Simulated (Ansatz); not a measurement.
C2H8Si2, SMILES [SiH3][SiH]1CC1, an atomisation energy

Program: the Ansatz DFT code, driven from Python.

`tae.py`
```python
'''Atomisation energy of C2H8Si2 at the given geometry.'''

from collections import Counter
from dataclasses import dataclass

import ansatz as az
from ase import Atoms


@dataclass
class RunConfig:
    basis: str = 'def2-TZVPP'
    level: str = 'MP2'


cfg = RunConfig()


def total_energy(molecule, charge=0, unpaired=0):
    calc = molecule.calculation().basis(gaussian=cfg.basis).correlation(cfg.level)
    if charge:
        calc = calc.charge(charge)
    if unpaired:
        calc = calc.spin('collinear', total=unpaired)
    report = calc.run(threads=1).report
    if report['published_state_doubts']:
        print('  doubts:', report['published_state_doubts'])
    return report['free_energy_ev']

atoms = Atoms(['Si', 'Si', 'C', 'C', 'H', 'H', 'H', 'H', 'H', 'H', 'H', 'H'], positions=[
    (-1.1488, 1.4766, -0.6164),
    (-0.5248, -0.2865, 0.5354),
    (1.2556, -0.5196, 0.7814),
    (0.8043, -1.359, -0.3019),
    (-2.2766, 1.1617, -1.6051),
    (-1.7225, 2.5937, 0.2773),
    (-0.0498, 2.1159, -1.4038),
    (-1.3644, -1.0226, 1.455),
    (1.9332, 0.326, 0.5649),
    (1.5713, -1.0019, 1.7475),
    (0.9673, -1.1167, -1.3009),
    (0.6323, -2.4228, -0.0993),
])
c2h8si2 = az.Crystal.molecule_from_ase(atoms)

# unpaired electrons of the ground-state atoms
unpaired = {'Si': 2, 'C': 2, 'H': 1}
counts = Counter(site.symbol for site in c2h8si2.cartesian_sites)
atom_energy = {s: total_energy(az.Crystal.molecule().atom(s, (0, 0, 0)), 0, unpaired[s]) for s in counts}
whole = total_energy(c2h8si2, 0, 0)
for s, e in atom_energy.items():
    print(f'{s:2s} x{counts[s]}  {e:14.5f} eV')
print(f'C2H8Si2: {whole:.5f} eV')
split = sum(counts[s] * e for s, e in atom_energy.items()) - whole
print(f'atomisation energy (no zero-point term): {23.060548 * split:.1f} kcal/mol, {split / sum(counts.values()):.3f} eV an atom')
```

Running `python tae.py` prints:
```text
Si x2     -7861.55665 eV
C  x2     -1027.46354 eV
H  x8       -13.60052 eV
C2H8Si2: -17927.89391 eV
atomisation energy (no zero-point term): 946.6 kcal/mol, 3.421 eV an atom
```

946.6 kcal/mol from the electronic energies, without the zero-point term.

What to keep in mind:
- Total energies depend on the basis set; only differences at equal settings carry meaning.
- The geometry is a force-field or estimated start, not a minimum of this method, and the basis set is short of its limit. All parts are taken at fixed geometry, without zero-point energy.
- Hardware and time: 8.8 s on 1 thread of Arm Neoverse V2, on a shared host, peak memory 0.66 GiB.

(Lines on the test bed's own set-up are left out of the output.)
